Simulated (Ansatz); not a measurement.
# B2ClH2O: the cost of one run

Method: UKS B3LYP-D4/def2-mTZVP, in Ansatz 0.2.0.

### Step 1. Starting point

Bond lengths: O1–B2 1.381 Å, B2–B3 1.554 Å, B3–Cl4 1.639 Å, O1–H5 0.955 Å, B2–H6 1.196 Å. Angles: O1–B2–B3 126.3°, O1–B2–H6 118.5°, B3–B2–H6 115.2°, B2–O1–H5 114.7°, B2–B3–Cl4 169.2°.

As a file:

```xyz
6

O     0.2056    0.8510   -1.1979
B     0.1515    0.2476    0.0434
B    -0.5422   -1.1018    0.3811
Cl   -1.1732   -2.4711    1.0237
H     0.6773    1.6815   -1.2176
H     0.6809    0.7927    0.9673
```

### Step 2. Relaxing end A

File input.yaml:

```yaml
crystal:
  periodic: [false, false, false]
  atoms:
    - { symbol: O, position_ang: [0.20559, 0.85102, -1.1979] }
    - { symbol: B, position_ang: [0.15154, 0.24763, 0.04338] }
    - { symbol: B, position_ang: [-0.54217, -1.10176, 0.38115] }
    - { symbol: Cl, position_ang: [-1.17317, -2.4711, 1.02366] }
    - { symbol: H, position_ang: [0.67727, 1.68151, -1.21757] }
    - { symbol: H, position_ang: [0.68094, 0.79271, 0.96729] }
magnetization:
  spin_polarized: true
  initial_magnetization: 1
basis:
  gaussian: { orbitals: def2-mTZVP }
hamiltonian:
  xc: b3lyp
  dispersion: d4
relax:
  f_tol: 0.015
  max_steps: 40
output:
  orbitals: {}
```

Launch:

```console
$ ansatz run input.yaml --threads 2 --pin off --max-ram 3072MiB --backend cpu --events-out ev --progress --plain --runs-dir out
```

Q: Estimate wall time and peak memory on 2 threads of AMD EPYC 9R45 (Zen 5), shared host.

About 6.9 s, with a peak of 0.23 GiB.
